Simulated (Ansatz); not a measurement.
**CHBGe (singlet): the correlation ladder at a displaced geometry (v2), cc-pVDZ**

The task here is to estimate one member of a computed series from the others.

Computed with Ansatz 0.2.0, Gaussian basis. Level: cc-pVDZ, core rule «outside noble gas», up to 16 orbitals frozen.

To be run: UHF; CCSD(T) on RHF; CCSD(T) on UHF; BCCD(T) on RHF; CISD; CCSDT(Q) on RHF; CCSDT(Q) on UHF; CASSCF and MRCISD+Q, 8 electrons in 8 orbitals; CASSCF and NEVPT2, 8 electrons in 8 orbitals.

19 further runs of the same task are left out: 9 that didn't finish, 10 set aside as unsound or not needed.

## What is computed

The geometry is a PBE0/def2-TZVP stationary point (not a proven minimum) with its atoms shifted at random (size 0.100 Å). No spin-orbit coupling is included. The filled d shell of Ge may be among the frozen orbitals whatever the setting's name suggests; the logs give the count.

4 atoms, charge 0, spin multiplicity 1.

Atoms are counted from 1 here; the program's logs count them from 0.

Bond lengths: B1–Ge2 1.947 Å, B1–C3 1.340 Å, Ge2–C3 2.112 Å, C3–H4 1.022 Å. Angles: Ge2–B1–C3 77.5°, B1–Ge2–C3 38.3°, B1–C3–Ge2 64.2°, B1–C3–H4 167.5°, Ge2–C3–H4 125.3°.

The first run:

in.yaml

```yaml
crystal:
  periodic: [false, false, false]
  atoms:
    - {symbol: B, position_ang: [0.135189, -0.924536, -1.194905]}
    - {symbol: Ge, position_ang: [-0.029685, 0.063346, 0.474258]}
    - {symbol: C, position_ang: [0.046935, 0.344424, -1.617372]}
    - {symbol: H, position_ang: [0.130044, 1.247009, -2.089640]}
basis:
  gaussian: {orbitals: cc-pVDZ}
magnetization: {spin_polarized: true, initial_magnetization: 0}
hamiltonian: {xc: hf}
output: {orbitals: {seedname: orbitals}}
```

Command:

```console
$ ansatz run in.yaml --threads 1 --pin off --events-out ev --progress --plain --max-ram 2393MiB
```

Among the steps run: UHF; CCSD(T) on RHF; CCSD(T) on UHF; BCCD(T) on RHF; CISD; CCSDT(Q) on RHF; CCSDT(Q) on UHF; CASSCF and MRCISD+Q, 8 electrons in 8 orbitals; CASSCF and NEVPT2, 8 electrons in 8 orbitals.

One table of the session follows, with a row left open; its other results are not shown here.

| method | from RCCSDT(Q) (meV) |
| --- | --- |
| RHF | +8885.5 |
| UHF | +8827.4 |
| RMP2 | +1166.8 |
| CISD | +1472.1 |
| RCCSD | +567.4 |
| RCCSD(T) | +66.6 |
| BCCD(T) | ? |
| RCCSDT | +48.8 |
| RCCSDT(Q) | 0 |
| CASSCF frontier | +6323.0 |
| NEVPT2 frontier | +1053.7 |
| MRCISD frontier | +656.7 |
| MRCISD+Q frontier | +82.9 |

**Question.** Estimate the row for BCCD(T).

As computed: from RCCSDT(Q) (meV): +63.5. In the column «from RCCSDT(Q) (meV)» it lies between RCCSDT (+48.8) and RCCSD(T) (+66.6).

Not comparable, so not listed: CCSD(T) on UHF; CCSDT(Q) on UHF (they don't share determinant, frozen orbitals or solution with the rows shown, or repeat one).

Caveats from the session: Warnings: restricted reference is unstable; spin contamination.
